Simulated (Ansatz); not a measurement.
# Hg2Sb: the cost of one run

Computed with Ansatz 0.2.0 (DFT PBE, scalar-relativistic, plane waves, PAW, unless a step's input says otherwise).

### Step 1. The system as given

The structure is trigonal, space group R-3m (No. 166). Conventional cell: a = 3.952 Å, b = 3.952 Å, c = 17.902 Å, α = 90.00°, β = 90.00°, γ = 120.00°. Hg (site symmetry 3m) has 3 Sb at 2.73 Å as nearest neighbours. Sb (site symmetry -3m) is surrounded by 6 Hg at 2.73 Å.

As a file:

```cif
data_structure
_symmetry_space_group_name_H-M 'R-3m:H'
_symmetry_Int_Tables_number 166
_cell_length_a 3.9516
_cell_length_b 3.9516
_cell_length_c 17.9024
_cell_angle_alpha 90.000
_cell_angle_beta 90.000
_cell_angle_gamma 120.000
_cell_volume 242.10
loop_
_atom_site_label
_atom_site_type_symbol
_atom_site_symmetry_multiplicity
_atom_site_Wyckoff_symbol
_atom_site_fract_x
_atom_site_fract_y
_atom_site_fract_z
_atom_site_occupancy
Hg1 Hg 6 c 0.66667 0.33333 0.08333 1
Sb1 Sb 3 a 0.00000 0.00000 0.00000 1
```

This is candidate A: anti-cadmium chloride type (R-3m, No. 166).

(A quick probe on a coarse mesh, which set the mesh and smearing, is not shown.)

### Step 3. Coarse relaxation (candidate A)

The input, input.yaml:

```yaml
crystal:
  lattice:
    - [1.975813727, 1.1407365871, 5.9674628941]
    - [-1.975813727, 1.1407365871, 5.9674628941]
    - [0.0, -2.2814731743, 5.9674628941]
  atoms:
    - { symbol: Hg, position: [0.75, 0.75, 0.75] }
    - { symbol: Hg, position: [0.25, 0.25, 0.25] }
    - { symbol: Sb, position: [0.0, 0.0, 0.0] }
basis:
  ecutwfc: 420
kpoints:
  mp_grid: { grid: [6, 6, 6] }
hamiltonian:
  xc: pbe
scf:
  occupations: { method: gaussian, width: 0.1 }
  lower_state_search: "off"
output:
  forces: true
  stress: true
  eigenvalues: true
relax:
  adjacent_minimum: "off"
  f_tol: 0.04
  max_steps: 70
  cell: { stress_tol: 0.4 }
```

On the command line:

```
$ ansatz run input.yaml --threads 1 --pin off --max-ram 2560MiB --backend cpu --events-out ev --progress --plain --runs-dir out
```

What time and memory should one allow on 1 thread of AMD EPYC 7B13 (Zen 3), shared host?

About 46 s, with a peak of 0.47 GiB.
